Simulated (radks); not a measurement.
# Nuclear size and the levels of Pt²⁺

Aim: how the total energy, the levels and the density at the nucleus of Pt²⁺ respond when the nuclear radius is scaled.

Method: Dirac Kohn-Sham, BLYP, spin-unpolarised, spherical densities, finite nucleus; open shells are shared between the two j in proportion to 2j + 1. Code: radks (a radial shooting solver on a logarithmic mesh, Libxc functionals) version 1.

**1. What is computed**

* element: platinum (Z = 78)
* charge: +2
* electrons: 76
* configuration: [Xe] 4f14 5d8
* nuclear rms radius: 5.427 fm

The outer shells:

Pt²⁺
```
[Xe] core
4f [↑↓][↑↓][↑↓][↑↓][↑↓][↑↓][↑↓]
5d [↑↓][↑↓][↑↓][↑ ][↑ ]
```

**2. rms radius 5.427 fm**

Settings of this run:

```text
Z 78
configuration [Xe] 4f14 5d8 6s0 6p0
relativity Dirac
functional b88,lyp
spin unpolarised
j_filling average
nucleus finite rms 5.427 fm
c 137.035999084
```

**3. rms radius 4.4447 fm**

Changes since step 2:

```diff
@@ -6,3 +6,3 @@
 j_filling average
-nucleus finite rms 5.427 fm
+nucleus finite rms 4.4447 fm
 c 137.035999084
```

**4. rms radius 4.9711 fm**

Changes since step 3:

```diff
@@ -6,3 +6,3 @@
 j_filling average
-nucleus finite rms 4.4447 fm
+nucleus finite rms 4.9711 fm
 c 137.035999084
```

**5. rms radius 5.9588 fm**

Changes since step 4:

```diff
@@ -6,3 +6,3 @@
 j_filling average
-nucleus finite rms 4.9711 fm
+nucleus finite rms 5.9588 fm
 c 137.035999084
```

**6. rms radius 6.6426 fm**

Changes since step 5:

```diff
@@ -6,3 +6,3 @@
 j_filling average
-nucleus finite rms 5.9588 fm
+nucleus finite rms 6.6426 fm
 c 137.035999084
```

Before running it: what results should come out? Wanted: for each run, rms radius; total energy shift; density at nucleus; 1s1/2 shift; 2s1/2 shift; 5p1/2 shift; 6s1/2 shift; 6p1/2 shift.

As calculated:

| rms radius (fm) | total energy shift (eV) | density at nucleus (e/bohr³) | 1s1/2 shift (meV) | 2s1/2 shift (meV) | 5p1/2 shift (meV) | 6s1/2 shift (meV) | 6p1/2 shift (meV) |
| --- | --- | --- | --- | --- | --- | --- | --- |
| 4.4447 | -29.4 | 2.135e+06 | -11810 | -1729 | -0.371 | -2.50 | -0.112 |
| 4.9711 | -14.1 | 2.044e+06 | -5661 | -829 | -0.178 | -1.20 | -0.0538 |
| 5.427 | 0 | 1.975e+06 | 0 | 0 | 0 | 0 | 0 |
| 5.9588 | 17.4 | 1.904e+06 | 6983 | 1022 | 0.221 | 1.47 | 0.0664 |
| 6.6426 | 41.2 | 1.825e+06 | 16537 | 2419 | 0.526 | 3.49 | 0.157 |

What this shows: Shifts are against the first run. Over the range the 1s1/2 level moves by 28.3 eV and the 6p1/2 level by 0.270 meV. A larger nucleus binds the 1s electrons less and lowers the density at its centre. These are shifts of eigenvalues, not the field shifts of spectral lines.
